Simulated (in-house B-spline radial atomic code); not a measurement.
**Pb⁴¹⁺: ionisation energy by several methods**

How far do functionals differ on the ionisation energy of Pb⁴¹⁺? Each run solves Pb⁴¹⁺ and then the next ion ([Kr] 4d4).

Program: in-house B-spline radial atomic code version 1. Level of theory: Dirac-Coulomb, several functionals; spherical all-electron atom at the radial basis limit. These are calculated values, not measurements, unless marked.

## 1. The system

- element: lead (Z = 82)
- charge: +41
- electrons: 41
- configuration: [Kr] 4d5
- nucleus: Fermi, rms radius 5.501 fm

Outer shells as boxes (Hund's rule):

[Kr] 4d5
```
[Kr] core
4d [↑ ][↑ ][↑ ][↑ ][↑ ]
```

The boxes only draw the filling; these runs are spin-restricted and spherical.

## 2. PW91

Settings of the run:

```ini
Z = 82
electrons = 41.0
configuration = [Kr] 4d5
hamiltonian = dirac
method = pw91,pw91
spin_polarised = False
nucleus = fermi
rms_radius = 5.5012
mass_number = 208
atomic_mass = 207.976652005
speed_of_light = 137.035999084
```

## 3. PBE

Changes to the settings of step 2:

```diff
@@ -4,3 +4,3 @@
 hamiltonian = dirac
-method = pw91,pw91
+method = pbe,pbe
 spin_polarised = False
```

## 4. LDA (PW92)

Changes to the settings of step 3:

```diff
@@ -4,3 +4,3 @@
 hamiltonian = dirac
-method = pbe,pbe
+method = lda,pw
 spin_polarised = False
```

Q: The tabulated ionisation energy is 2004 ± 4 eV (tabulated theoretical; NIST Atomic Spectra Database). What does each method give, and which comes nearest?

As calculated:

| method | rung | total energy (hartree) | ΔSCF (eV) | with Breit, QED, recoil (eV) | −ε highest (eV) | corrected ΔSCF less tabulated (eV) |
| --- | --- | --- | --- | --- | --- | --- |
| LDA (PW92) | LDA | -19852.3435 | 2021.90 | 2020.76 | 1977.66 (4d5/2) | +16.76 |
| PW91 | GGA | -19865.7935 | 2022.23 | 2021.08 | 1978.05 (4d5/2) | +17.08 |
| PBE | GGA | -19864.1739 | 2021.95 | 2020.80 | 1977.79 (4d5/2) | +16.80 |

What this shows: Against the tabulated ionisation energy, 2004 ± 4 eV (tabulated theoretical; NIST Atomic Spectra Database), the best here is LDA (PW92) (+16.76 eV) and the worst PW91 (+17.08 eV, or 0.85 %). All methods miss on the same side by much the same amount, which points to something that they share. PBE is off by +16.80 eV. Open shells are averaged (over orientations, and over spins where the run is restricted), while tables refer to the lowest levels.

Members of this set that are not shown: 1 used exact exchange with fractional occupations of an open shell, which is unsound here.
